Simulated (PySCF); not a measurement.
# C₂H₆GaNO: a look at the electrons

For C₂H₆GaNO, the scripts below see where an electron leaves and enters, measure its response to a uniform field and analyse its density (charges, bond critical points, surface potential).

Computed with PySCF 2.14.0. Level: levels as typed in each script, gas phase, geometry from GFN2-xTB.

## 1. Where the work starts

11 atoms, charge 0, spin multiplicity 1.

Bond lengths: C1–N2 1.140 Å, C1–H6 1.061 Å, N2–Ga3 2.150 Å, Ga3–O4 1.709 Å, Ga3–H7 1.537 Å, Ga3–H8 1.535 Å, O4–C5 1.404 Å, C5–H9 1.095 Å, C5–H10 1.093 Å, C5–H11 1.093 Å. Angles: N2–C1–H6 179.0°, C1–N2–Ga3 148.1°, N2–Ga3–O4 97.2°, N2–Ga3–H7 95.8°, N2–Ga3–H8 98.3°, O4–Ga3–H7 114.6°, O4–Ga3–H8 116.1°, H7–Ga3–H8 124.7°, Ga3–O4–C5 175.8°, O4–C5–H9 110.0°, O4–C5–H10 110.5°, O4–C5–H11 110.3°, H9–C5–H10 108.6°, H9–C5–H11 108.6°, H10–C5–H11 108.8°.

Geometry (Å):

```
C    -2.1101    1.5817    0.0241
N    -1.7336    0.5104   -0.0793
Ga   -0.0788   -0.8598    0.0077
O     1.1669    0.3107    0.0186
C     2.2507    1.2020   -0.0148
H    -2.4780    2.5723    0.1161
H    -0.4281   -1.4356    1.3897
H    -0.3174   -1.5812   -1.3257
H     1.8859    2.2325   -0.0784
H     2.8845    1.0028   -0.8829
H     2.8535    1.1006    0.8918
```

## 2. Removing and adding an electron (PBE0/def2-svp)

The input, input.py:

```python
import numpy as np
from pyscf import gto, scf, dft
from pyscf.scf import atom_ks, atom_hf
from scipy.linalg import block_diag

def solve(mol, dm0=None, hcore=None):
    mf = (dft.UKS if mol.spin else dft.RKS)(mol, xc='pbe0')
    mf.grids.level = 3
    mf = mf.density_fit(auxbasis='def2-universal-jkfit')
    mf.conv_tol, mf.max_cycle = 1e-8, 80
    if hcore is not None:
        mf.get_hcore = lambda *args: hcore
    mf.kernel(dm0)
    if not mf.converged:
        mf = mf.newton().run(mf.mo_coeff, mf.mo_occ, max_cycle=30)
    assert mf.converged, 'SCF not converged'
    return mf

mol = gto.M(atom='''
C     -2.11010     1.58174     0.02409
N     -1.73365     0.51040    -0.07925
Ga    -0.07884    -0.85975     0.00773
O      1.16694     0.31072     0.01861
C      2.25070     1.20200    -0.01480
H     -2.47800     2.57226     0.11608
H     -0.42811    -1.43557     1.38973
H     -0.31742    -1.58120    -1.32572
H      1.88585     2.23254    -0.07837
H      2.88455     1.00279    -0.88292
H      2.85350     1.10059     0.89179
''', basis='def2-svp', charge=0, spin=0, verbose=4)
mf = solve(mol)
out = dict(e0=mf.e_tot, dm0=mf.make_rdm1(), c=mf.mo_coeff, occ=mf.mo_occ, eps=mf.mo_energy)
for name, dq, spin in [('cation', 1, 1), ('anion', -1, 1)]:
    ion = mol.copy().set(charge=mol.charge + dq, spin=spin).build()
    mi = solve(ion)
    if spin and dq > 0 and mol.nao < 130:
        c, _, stable, _ = mi.stability(return_status=True)
        if not stable:
            mi = solve(ion, mi.make_rdm1(c, mi.mo_occ))
    print(name, 'vertical energy change / eV', (mi.e_tot - mf.e_tot) * 27.211386)
    out.update({'e_' + name: mi.e_tot, 'dm_' + name: mi.make_rdm1(), 's2_' + name: mi.spin_square()[0], 'eps_' + name: mi.mo_energy, 'occ_' + name: mi.mo_occ})
# spherically averaged free atoms, for the promolecule
atm = atom_ks.get_atm_nrks(mol, xc='pbe0')
pro = block_diag(*[(atm[a[0]][2] * atm[a[0]][3]) @ atm[a[0]][2].T for a in mol._atom])
np.savez('result.npz', pro=pro, **out)
```

Run with:

```
$ OMP_NUM_THREADS=1 python input.py
```

## 4. Response to an electric field (wB97X/def2-svp)

The input, input.py:

```python
import numpy as np
from pyscf import gto, scf, dft
from pyscf.scf import atom_ks, atom_hf
from scipy.linalg import block_diag

def solve(mol, dm0=None, hcore=None):
    mf = (dft.UKS if mol.spin else dft.RKS)(mol, xc='wb97x')
    mf.grids.level = 3
    mf = mf.density_fit(auxbasis='def2-universal-jkfit')
    mf.conv_tol, mf.max_cycle = 1e-8, 80
    if hcore is not None:
        mf.get_hcore = lambda *args: hcore
    mf.kernel(dm0)
    if not mf.converged:
        mf = mf.newton().run(mf.mo_coeff, mf.mo_occ, max_cycle=30)
    assert mf.converged, 'SCF not converged'
    return mf

mol = gto.M(atom='''
C     -2.11010     1.58174     0.02409
N     -1.73365     0.51040    -0.07925
Ga    -0.07884    -0.85975     0.00773
O      1.16694     0.31072     0.01861
C      2.25070     1.20200    -0.01480
H     -2.47800     2.57226     0.11608
H     -0.42811    -1.43557     1.38973
H     -0.31742    -1.58120    -1.32572
H      1.88585     2.23254    -0.07837
H      2.88455     1.00279    -0.88292
H      2.85350     1.10059     0.89179
''', basis='def2-svp', charge=0, spin=0, verbose=4)
field = np.array([-0.0, -0.0, -0.01])  # atomic units
mol.set_common_orig(mol.atom_charges() @ mol.atom_coords() / mol.atom_charges().sum())
mf = solve(mol)
out = dict(dm0=mf.make_rdm1(), d0=mf.dip_moment(unit='AU'), e0=mf.e_tot)
for name, sign in (('p', 1), ('m', -1)):
    h = mf.get_hcore() + sign * np.einsum('x,xij->ij', field, mol.intor('int1e_r'))
    mi = solve(mol, mf.make_rdm1(), h)
    out.update({'dm' + name: mi.make_rdm1(), 'd' + name: mi.dip_moment(unit='AU'), 'e' + name: mi.e_tot})
# spherically averaged free atoms, for the promolecule
atm = atom_ks.get_atm_nrks(mol, xc='wb97x')
pro = block_diag(*[(atm[a[0]][2] * atm[a[0]][3]) @ atm[a[0]][2].T for a in mol._atom])
np.savez('result.npz', pro=pro, **out)
```

## 6. Density, bond paths and surface potential (LDA (SVWN)/aug-cc-pvdz)

The input, input.py:

```python
import numpy as np
from pyscf import gto, scf, dft
from pyscf.scf import atom_ks, atom_hf
from scipy.linalg import block_diag

def solve(mol, dm0=None, hcore=None):
    mf = (dft.UKS if mol.spin else dft.RKS)(mol, xc='svwn')
    mf.grids.level = 3
    mf = mf.density_fit(auxbasis='def2-universal-jkfit')
    mf.conv_tol, mf.max_cycle = 1e-8, 80
    if hcore is not None:
        mf.get_hcore = lambda *args: hcore
    mf.kernel(dm0)
    if not mf.converged:
        mf = mf.newton().run(mf.mo_coeff, mf.mo_occ, max_cycle=30)
    assert mf.converged, 'SCF not converged'
    return mf

mol = gto.M(atom='''
C     -2.11010     1.58174     0.02409
N     -1.73365     0.51040    -0.07925
Ga    -0.07884    -0.85975     0.00773
O      1.16694     0.31072     0.01861
C      2.25070     1.20200    -0.01480
H     -2.47800     2.57226     0.11608
H     -0.42811    -1.43557     1.38973
H     -0.31742    -1.58120    -1.32572
H      1.88585     2.23254    -0.07837
H      2.88455     1.00279    -0.88292
H      2.85350     1.10059     0.89179
''', basis='aug-cc-pvdz', charge=0, spin=0, verbose=4)
mf = solve(mol)
mf.analyze()
# spherically averaged free atoms, for the promolecule
atm = atom_ks.get_atm_nrks(mol, xc='svwn')
pro = block_diag(*[(atm[a[0]][2] * atm[a[0]][3]) @ atm[a[0]][2].T for a in mol._atom])
np.savez('result.npz', e=mf.e_tot, c=mf.mo_coeff, occ=mf.mo_occ, eps=mf.mo_energy, pro=pro, dip=mf.dip_moment(verbose=0), s2=mf.spin_square()[0])
```

(Steps that only read results are left out.)

Before running it: what results should come out? Wanted: vertical ionisation energy; vertical electron affinity; polarisability along the field; dipole moment; HOMO, LUMO.

As calculated:

| quantity | value |
| --- | --- |
| vertical ionisation energy (PBE0/def2-svp) | 8.39 eV |
| vertical electron affinity (PBE0/def2-svp) | -1.27 eV |
| polarisability along the field (wB97X/def2-svp) | 45.2 bohr³ |
| dipole moment (LDA (SVWN)/aug-cc-pvdz) | 5.24 D |
| HOMO, LUMO (LDA (SVWN)/aug-cc-pvdz) | -5.16, -2.59 eV |

The ionisation energy from two SCF runs, 8.39 eV, lies 2.1 eV above −ε(HOMO) = 6.30 eV of the same level, PBE0/def2-svp, since self-interaction lifts this functional's HOMO. At LDA (SVWN)/aug-cc-pvdz: The highest Hirshfeld charge is on Ga3 (+0.29 e), the lowest on O4 (−0.29 e). All values hold at the given geometry, in the gas phase.
